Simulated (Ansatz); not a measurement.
# ClH₂O₃Ta: up Jacob's ladder to CCSD(T)

One table from this session's results is given with a row withheld; the runs are named, their logs left out.

The runs use Ansatz 0.2.0, Gaussian basis; functionals in def2-TZVPP, the program's frozen cores in correlated methods.

Plan: LDA (SPW92), PBE-D4, revPBE-D4, BLYP-D4, r2SCAN-D4, B97M-V, PBE0-D4, B3LYP-D4, r2SCANh-D4, r2SCAN0-D4, HSE06-D4, BHLYP-D4, CAM-B3LYP-D4, LC-ωPBE, ωB97X-V, ωB97M-V, B2PLYP, PBE-QIDH; CCSD(T)/def2-SVP; CCSD(T)/def2-TZVPP; MP2/def2-QZVPP; extrapolation to the limit; RPA on PBE.

## The geometry

All runs share one geometry, relaxed beforehand with PBE0-D4 in a triple-zeta def2 set. Ta takes the def2 core potential; no spin-orbit term is included.

SMILES `[O]=[Ta]([OH])([OH])[Cl]`, 7 atoms, charge 0, spin multiplicity 1.

Atoms are counted from 1 here; the program's logs count them from 0.

Bond lengths: O1–Ta2 1.713 Å, Ta2–O3 1.898 Å, Ta2–O4 1.898 Å, Ta2–Cl5 2.313 Å, O3–H6 0.957 Å, O4–H7 0.957 Å. Angles: O1–Ta2–O3 106.5°, O1–Ta2–O4 106.5°, O1–Ta2–Cl5 110.3°, O3–Ta2–O4 112.9°, O3–Ta2–Cl5 110.2°, O4–Ta2–Cl5 110.2°, Ta2–O3–H6 133.3°, Ta2–O4–H7 133.3°.

The first run:

Input file in.yaml:

```yaml
crystal:
  periodic: [false, false, false]
  atoms:
    - {symbol: O, position_ang: [-1.098792, -1.848523, 0.156318]}
    - {symbol: Ta, position_ang: [-0.398705, -0.286119, 0.099407]}
    - {symbol: O, position_ang: [1.094449, -0.321377, 1.269784]}
    - {symbol: O, position_ang: [0.087620, 0.021428, -1.708760]}
    - {symbol: Cl, position_ang: [-1.924997, 1.304923, 0.798390]}
    - {symbol: H, position_ang: [1.768009, 0.320518, 1.494351]}
    - {symbol: H, position_ang: [0.533616, 0.741048, -2.155289]}
basis:
  gaussian: {orbitals: def2-TZVPP}
hamiltonian: {xc: lda}
output: {orbitals: {seedname: orbitals}}
```

Command:

```
$ ansatz run in.yaml --threads 4 --pin off --events-out ev --progress --plain --max-ram 10444MiB
```

Among the steps run: LDA; PBE-D4 (GGA); revPBE-D4 (GGA); BLYP-D4 (GGA); r2SCAN-D4 (meta-GGA); B97M-V (meta-GGA); B3LYP-D4 (hybrid); r2SCANh-D4 (hybrid); r2SCAN0-D4 (hybrid); HSE06-D4 (hybrid); BHLYP-D4 (hybrid); CAM-B3LYP-D4 (range-separated); LC-ωPBE (range-separated); ωB97X-V (range-separated); ωB97M-V (range-separated); B2PLYP (double hybrid); PBE-QIDH (double hybrid).

One of the session's tables, all rows but one given; the rest of the session is left out.

It belongs to the step «Frontier levels by functional». 

| functional | HOMO (eV) | gap (eV) |
| --- | --- | --- |
| LDA (SPW92) | -7.72 | 5.21 |
| PBE-D4 | -7.49 | 5.24 |
| revPBE-D4 | -7.40 | 5.25 |
| BLYP-D4 | -7.37 | 5.22 |
| r2SCAN-D4 | -7.85 | 5.76 |
| B97M-V | -7.89 | 5.84 |
| PBE0-D4 | -9.07 | 7.66 |
| B3LYP-D4 | -8.79 | 7.14 |
| r2SCANh-D4 | -8.44 | 6.67 |
| r2SCAN0-D4 | ? | ? |
| HSE06-D4 | -8.66 | 6.87 |
| BHLYP-D4 | -10.43 | 10.00 |
| CAM-B3LYP-D4 | -10.46 | 10.16 |
| LC-ωPBE | -11.85 | 12.77 |
| ωB97X-V | -11.48 | 12.29 |
| ωB97M-V | -11.37 | 12.06 |

Q: Estimate the row for r2SCAN0-D4 from the others.

Worked estimate for «HOMO (eV)». Against the share of exact exchange, r2SCAN-D4 (0, -7.85), r2SCANh-D4 (0.1, -8.44) give a slope of -5.90 per unit share; at 0.25 the line stands at -9.32.

As computed: HOMO (eV): -9.32; gap (eV): 8.02. In «HOMO (eV)» the line misses by 0.00.
